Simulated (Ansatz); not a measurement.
This was printed by a script on the Ansatz DFT code, driven from Python, for a comparison of functionals at one structure of Ge, space group Cmcm. What did the script look like? Use (first run): PBEsol, PAW, cutoff 470 eV, 9×9×5 k-points, Fermi-Dirac smearing of 0.05 eV. The script varies functional: pbesol, blyp, lda.

```yaml
crystal:
  lattice:
    - [1.48805, -2.59469, 0.00000]
    - [1.48805, 2.59469, 0.00000]
    - [0.00000, 0.00000, 4.72760]
  atoms:
    - { symbol: Ge, position: [0.66655, 0.33345, 0.25000] }
    - { symbol: Ge, position: [0.33345, 0.66655, 0.75000] }
```

```console
$ python ge.py
DeckWarning: output.stress: scf.convergence.dr2_threshold = 1e-8 eV is looser than the 2e-10 eV advised for a printed stress (1e-10 eV for each atom of the cell: 2). What an SCF threshold leaves in a stress goes as its square root, and in the free energy as the threshold itself, and one threshold admits the most on a [...]
INFO:ge:  functional   F/atom (eV)    iterations       P (GPa)      k-points
INFO:ge:      pbesol   -4253.24258             6         0.580            75
INFO:ge:        blyp   -4304.62348             6        11.395            75
INFO:ge:         lda   -4215.42960             6        -1.127            75
```
(Warnings from the package without file and line, shortened.)

The script that was run (others could print the same):

`ge.py`
```python
# -*- coding: utf-8 -*-
"""One structure of Ge under several functionals."""

import logging
import sys

import ansatz
import numpy as np

logging.basicConfig(stream=sys.stdout, format="%(levelname)s:%(name)s:%(message)s")
log = logging.getLogger("ge")
log.setLevel(logging.INFO)


def main():
    vectors = np.array([
        [1.48805, -2.59469, 0.0],
        [1.48805, 2.59469, 0.0],
        [0.0, 0.0, 4.7276],
    ])
    ge = (
        ansatz.Lattice.of(vectors)
        .atom("Ge", [0.66655, 0.33345, 0.25])
        .atom("Ge", [0.33345, 0.66655, 0.75])
    )

    base = (
        ge.calculation()
        .basis(470)
        .accuracy("low")
        .kpoints(9, 9, 5, shift=0.5)
        .occupations("Fermi-Dirac", width=50 * ansatz.meV)
        .eigensolver("davidson")
        .scf(tolerance=1e-08)
        .stress()
    )

    rows = []
    for value in ["pbesol", "blyp", "lda"]:
        report = base.functional(value).run(threads=1).report
        rows.append((value, report["free_energy_ev"] / len(report["lattice"]["sites"]), report["n_iterations"], sum(report["stress_gpa"][i][i] for i in range(3)) / 3, report["n_kpoints"]))

    log.info("  functional   F/atom (eV)    iterations       P (GPa)      k-points")
    for row in rows:
        log.info(f"{str(row[0]):>12s}  {row[1]:12.5f}  {row[2]:12d}  {row[3]:12.3f}  {row[4]:12d}")


if __name__ == "__main__":
    main()
```

From lowest to highest: LDA (-1.1 GPa), PBEsol (0.6 GPa) and BLYP (11.4 GPa). At a fixed cell a lower pressure usually means a smaller equilibrium volume, so LDA prefers the smallest cell and BLYP the largest.

Notes:
- BLYP can be off by several per cent in the lattices of metals, and by several GPa in the pressure at a fixed cell.
- The mesh is modest for a metal, so energies can be off by several to tens of meV an atom and pressures by half a GPa or more; differences at equal mesh fare better.
- Within a few hundredths of an angstrom the cell has the higher group P6_3/mmc; the lower one is a small distortion.
- Pressure is positive in compression.
- This isn't the structure that Ge takes at ambient conditions.
- Total energies of different functionals can't be compared; pressures, moments and gaps at this one structure can.
- Finished in 16 s on 1 thread of Arm Neoverse N1, with other jobs on the host, peak memory 0.39 GiB.
